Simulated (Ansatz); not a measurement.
# TiSb2: further runs on the relaxed cell

One table from this session's results is given with a row withheld; the runs are named, their logs left out.

Method: DFT PBEsol, scalar-relativistic, plane waves, PAW, in Ansatz 0.2.0.

1 further run of the same task is left out (set aside as unsound or not needed).

## The structure to begin with

The structure is tetragonal, space group I4/mcm (No. 140). Conventional cell: a = 6.635 Å, b = 6.635 Å, c = 5.714 Å, α = 90.00°, β = 90.00°, γ = 90.00°. Around Ti (site symmetry 422) lie 2 Ti at 2.86 Å and 8 Sb at 2.89 Å. Around Sb (site symmetry m2m) lie 1 Sb at 2.87 Å and 4 Ti at 2.89 Å.

Coordinates:

```cif
data_structure
_symmetry_space_group_name_H-M 'P 1'
_symmetry_Int_Tables_number 1
_cell_length_a 5.4931
_cell_length_b 5.4931
_cell_length_c 5.4931
_cell_angle_alpha 105.693
_cell_angle_beta 105.693
_cell_angle_gamma 117.324
_cell_volume 125.78
loop_
_atom_site_label
_atom_site_type_symbol
_atom_site_fract_x
_atom_site_fract_y
_atom_site_fract_z
_atom_site_occupancy
Ti1 Ti 0.25000 0.25000 0.00000 1
Ti2 Ti 0.75000 0.75000 0.00000 1
Sb1 Sb 0.65302 0.15302 0.80605 1
Sb2 Sb 0.15302 0.34698 0.50000 1
Sb3 Sb 0.34698 0.84698 0.19395 1
Sb4 Sb 0.84698 0.65302 0.50000 1
```

It is the result of an earlier relaxation at this level (volume 20.96 Å³/atom; gap on the mesh: none (metal)).

The first run:

File input.yaml:

```yaml
crystal:
  lattice:
    - [-3.2840580849, 3.2840580849, 2.8280409475]
    - [3.2840580849, -3.2840580849, 2.8280409475]
    - [3.2840580849, 3.2840580849, -2.8280409475]
  atoms:
    - { symbol: Ti, position: [0.25, 0.25, 0.0] }
    - { symbol: Ti, position: [0.75, 0.75, 0.0] }
    - { symbol: Sb, position: [0.6530229855, 0.1530229855, 0.8060459709] }
    - { symbol: Sb, position: [0.1530229855, 0.3469770145, 0.5] }
    - { symbol: Sb, position: [0.3469770145, 0.8469770145, 0.1939540291] }
    - { symbol: Sb, position: [0.8469770145, 0.6530229855, 0.5] }
basis:
  ecutwfc: 420
kpoints:
  mp_grid: { grid: [8, 8, 8] }
hamiltonian:
  xc: pbesol
scf:
  occupations: { method: gaussian, width: 0.1 }
output:
  forces: true
  stress: true
  eigenvalues: true
  write_density: true
  write_potential: true
  elf: true
  volumetric_format: npy
relax:
  adjacent_minimum: "off"
  f_tol: 0.01
  max_steps: 30
  cell: { stress_tol: 0.1, fix: [volume] }
```

On the command line:

```bash
ansatz run input.yaml --threads 2 --pin off --max-ram 5120MiB --backend cpu --events-out ev --progress --plain --runs-dir out
```

Steps of the session up to this table: The cell scaled to 0.97 of its volume; Volume × 1.03; Point at V/V0 = 0.94; Point at V/V0 = 1.06; The cell scaled to 0.91 of its volume; Point at V/V0 = 1.10; Volume × 0.88.

One table of the session follows, with a row left open; its other results are not shown here.

It belongs to the step «Fit of the equation of state». 

| volume (Å³/atom) | energy above the lowest point (meV/atom) | pressure (GPa) |
| --- | --- | --- |
| 18.447 | 117.7 | 16.87 |
| 19.076 | 62.3 | 11.55 |
| 19.705 | 26.1 | 7.04 |
| 20.334 | ? | ? |
| 20.963 | 0.0 | -0.01 |
| 21.591 | 5.5 | -2.74 |
| 22.220 | 20.9 | -5.05 |
| 23.059 | 54.3 | -7.59 |

**Question.** Estimate the row for volume (Å³/atom) = 20.334.

Worked estimate for «energy above the lowest point (meV/atom)». A straight line through the neighbours (19.705, 26.1) and (20.963, 0.0) gives 26.1 + (0.0 − 26.1) × (20.334 − 19.705) / (20.963 − 19.705) = 13.0; a parabola fitted to 4 rows on both sides gives 6.1.

As computed: energy above the lowest point (meV/atom): 6.1; pressure (GPa): 3.22. In «energy above the lowest point (meV/atom)» the line misses by +6.9 and the parabola by 0.0.
